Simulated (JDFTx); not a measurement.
**ZrC: equation of state with PBEsol**

Crystal: ZrC.

```xyz
4
Lattice="3.3915 0.0000 0.0000 -1.6957 2.9371 0.0000 0.0000 0.0000 5.2901" Properties=species:S:1:pos:R:3 pbc="T T T"
Zr    1.6957    0.9790    3.9675
Zr    0.0000    1.9581    1.3225
C     0.0000    0.0000    2.6450
C     0.0000    0.0000    0.0000
```

The cell comes from a database or a generator and needn't be the stable form of this composition.

```yaml
Program: JDFTx 1.7.0 (patched build)
Task: equation of state
Functional: PBEsol
Potentials_or_basis: PseudoDojo-SR-PBEsol-0.4.1-standard with smoothed tails
Cutoff: 1116 eV
Density_cutoff: 8925 eV
k_mesh: 9 × 9 × 5
Occupations: fermi-dirac, width 0.05 eV
Spin: no spin polarisation
Local_potential_set_to_-Z/r_beyond: 6 bohr
Bands: 23
Density_cutoff_over_wavefunction_cutoff: 8
Max_SCF_steps: 100
SCF_threshold_on_the_energy: 1e-09 Ha
Solver_of_the_electrons: scf
```

| Property | Result |
| --- | --- |
| Equilibrium volume | 12.72 Å³/atom |
| Bulk modulus at fixed shape and positions | 233 GPa |
| Pressure derivative of the bulk modulus | 4.1 |

Energy against volume, from the lowest point:
```
volume (Å³/atom)  energy (meV/atom)
          12.383               6.62
          12.647               0.00
          12.910               1.57
          13.174              10.53
          13.437              26.11
          13.701              47.68
          13.964              74.62
```

Caveat: the cell was scaled at fixed shape and fractional positions, which overstates the stiffness of a crystal with free parameters, most of all of layers and chains.
